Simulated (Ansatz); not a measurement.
# wB97M-V/def2-SVP run of CH3ClF2Si (SMILES C[Si](F)(F)Cl)

Aim: the energy change on altering one bond length of CH3ClF2Si at wB97M-V/def2-SVP, from 2 runs. 

The calculation is run with Ansatz 0.2.0.

126 further runs of the same task are left out: 126 set aside as unsound or not needed.

## 1. Starting point

CH3ClF2Si: 8 atoms, total charge 0, spin state singlet. SMILES: `C[Si](F)(F)Cl`. The coordinates come from a PBE0-D4/def2-TZVP relaxation.

Bond lengths: C1–Si2 1.832 Å, Si2–F3 1.582 Å, Si2–F4 1.582 Å, Si2–Cl5 2.029 Å, C1–H6 1.092 Å, C1–H7 1.092 Å, C1–H8 1.091 Å. Some angles: C1–Si2–F3 111.0°, C1–Si2–F4 111.0°, C1–Si2–Cl5 112.6°, F3–Si2–F4 106.6°, F3–Si2–Cl5 107.7°, F4–Si2–Cl5 107.8°, Si2–C1–H6 110.1°, Si2–C1–H7 110.4°, Si2–C1–H8 110.4°, H6–C1–H7 108.6°.

## 2. The energy at wB97M-V/def2-SVP

Input file in.yaml:

```yaml
crystal:
  periodic: [false, false, false]
  atoms:
    - {symbol: C, position_ang: [-0.808500, -0.299000, 0.512200]}
    - {symbol: Si, position_ang: [0.690600, 0.151400, -0.439200]}
    - {symbol: F, position_ang: [1.987000, -0.472300, 0.219100]}
    - {symbol: F, position_ang: [0.616200, -0.415600, -1.914200]}
    - {symbol: Cl, position_ang: [0.963100, 2.158500, -0.560900]}
    - {symbol: H, position_ang: [-0.917100, -1.385400, 0.549800]}
    - {symbol: H, position_ang: [-0.740200, 0.080400, 1.533400]}
    - {symbol: H, position_ang: [-1.698800, 0.124800, 0.044100]}
basis:
  gaussian: {orbitals: def2-SVP}
magnetization: {spin_polarized: false, initial_magnetization: 0}
hamiltonian: {xc: {name: wB97M-V}}
accuracy: high
output: {orbitals: {seedname: orbitals}}
```

Run with:

```sh
$ ansatz run in.yaml --threads 1 --pin off --max-ram 3480MiB --events-out events.jsonl --progress --plain --runs-dir runs
```

What it wrote:

```text
Warning: RAYON_NUM_THREADS=1 ignored (pool sized by the plan → 1); use --threads N
Functional definition: wB97M-V
  name "wB97M-V"
  parameter omega = 0.3/bohr
  parameter cx = 0.15
  parameter cx01 = 1.007
  parameter cx10 = 0.259
  parameter css00 = 0.443
  parameter css04 = -1.437
  parameter css10 = -4.535
  parameter css20 = -3.390
  parameter css43 = 4.278
  parameter cos00 = 1.000
  parameter cos10 = 1.358
  parameter cos20 = 2.924
  parameter cos21 = -8.812
  parameter cos60 = -1.390
  parameter cos61 = 9.142
  parameter b = 6.0
  parameter c = 0.01
  gx(w, u) = 1 - cx + cx01*u + cx10*w
  gss(w, u) = css00 + css04*u^4 + css10*w + css20*w^2 + css43*w^4*u^3
  gos(w, u) = cos00 + cos10*w + (cos20 + cos21*u)*w^2 + (cos60 + cos61*u)*w^6
  exchange = spin_sum(e_x_unif_sr(omega)*gx(b97_w, b97_u_x)) + cx*exact_x_sr(omega) + exact_x_lr(omega)
  correlation = spin_sum(e_c_pw_mod_same_spin*gss(b97_w, b97_u_same))
      + integral(e_c_pw_mod_opposite_spin*gos(b97_w_opposite, b97_u_opposite)) + vv10(b, c)
1970 factors; integrals over basis functions are off by at most 2.4e-8 eV
357 factors; integrals over basis functions are off by at most 2.3e-9 eV
mean field evaluation 1: about -26906.6731 eV, gradient 4.6e1 eV
mean field evaluation 2: about -26907.8055 eV, gradient 4.2e1 eV
mean field evaluation 4: about -26910.5999 eV, gradient 1.1e0 eV
mean field evaluation 8: about -26910.7243 eV, gradient 3.8e-2 eV
mean field evaluation 16: about -26910.7243 eV, gradient 1.8e-5 eV
mean field -26910.72428246 eV, -988.9508766364 hartree, gradient 3.7e-8 eV, S^2 0.000000; 0 other end points of the search recorded, 0 dependent functions left out
reference -26910.72428626 eV, -988.9508767758 hartree; 29, 29 occupied and 64, 64 virtual orbitals, 1970 factors
Total energy: -26910.72428626 eV, -988.9508767758 hartree
```

It took 70 s on 1 thread of Arm Neoverse V2, shared host; peak memory 0.62 GiB.

## 3. The distorted shape, same level

Input file run.yaml:

```yaml
crystal:
  periodic: [false, false, false]
  atoms:
    - symbol: C
      position_ang: [-0.828990, -0.412819, 0.205841]
    - symbol: Si
      position_ang: [0.670110, 0.037581, -0.745559]
    - symbol: F
      position_ang: [1.966510, -0.586119, -0.087259]
    - symbol: F
      position_ang: [0.595710, -0.529419, -2.220559]
    - symbol: Cl
      position_ang: [0.942610, 2.044681, -0.867259]
    - symbol: H
      position_ang: [-0.937590, -1.499219, 0.243441]
    - symbol: H
      position_ang: [-0.740200, 0.080400, 1.533400]
    - symbol: H
      position_ang: [-1.719290, 0.010981, -0.262259]
basis:
  gaussian:
    orbitals: def2-SVP
hamiltonian:
  xc: {name: wB97M-V}
accuracy: high
output:
  orbitals: {seedname: orbitals}
```

Run with:

```sh
$ ansatz run run.yaml --threads 1 --pin off --max-ram 3480MiB --events-out events.jsonl --progress --plain --runs-dir runs
```

What it wrote:

```text
Warning: RAYON_NUM_THREADS=1 ignored (pool sized by the plan → 1); use --threads N
[... 19 set-up lines as earlier in the session ...]
  gx(w, u) = 1 - cx + cx01*u + cx10*w
  gss(w, u) = css00 + css04*u^4 + css10*w + css20*w^2 + css43*w^4*u^3
  gos(w, u) = cos00 + cos10*w + (cos20 + cos21*u)*w^2 + (cos60 + cos61*u)*w^6
[... 2 set-up lines as earlier in the session ...]
      + integral(e_c_pw_mod_opposite_spin*gos(b97_w_opposite, b97_u_opposite)) + vv10(b, c)
1975 factors; integrals over basis functions are off by at most 1.9e-8 eV
362 factors; integrals over basis functions are off by at most 2.0e-9 eV
mean field evaluation 1: about -26905.8627 eV, gradient 4.4e1 eV
mean field evaluation 2: about -26906.7750 eV, gradient 4.2e1 eV
mean field evaluation 4: about -26909.6049 eV, gradient 1.2e0 eV
mean field evaluation 8: about -26909.7228 eV, gradient 4.2e-2 eV
mean field evaluation 16: about -26909.7228 eV, gradient 9.3e-6 eV
mean field -26909.72278268 eV, -988.9140721983 hartree, gradient 4.7e-8 eV, S^2 0.000000; 0 other end points of the search recorded, 0 dependent functions left out
reference -26909.72278655 eV, -988.9140723405 hartree; 29, 29 occupied and 64, 64 virtual orbitals, 1975 factors
Total energy: -26909.72278655 eV, -988.9140723405 hartree
```

Run time: 70 s. Hardware: 1 thread of Arm Neoverse V2, shared host; peak memory 0.62 GiB.

## 4. Results

At wB97M-V/def2-SVP:

| quantity | value |
| --- | --- |
| first shape: total energy | -988.95088 Eh |
| first shape: HOMO energy | -11.74 eV |
| first shape: LUMO energy | 3.04 eV |
| first shape: HOMO–LUMO gap | 14.78 eV |
| distorted shape: total energy | -988.91407 Eh |
| distorted shape: HOMO energy | -11.75 eV |
| distorted shape: LUMO energy | 2.13 eV |
| distorted shape: HOMO–LUMO gap | 13.88 eV |
| energy change with the C1–H7 bond stretched from 1.092 to 1.419 Å | 1.001 eV |

In words: With the C1–H7 bond stretched from 1.092 to 1.419 Å the energy rises by 1.00 eV (97 kJ/mol). The first shape isn't relaxed at this level, so the change isn't measured from a minimum.
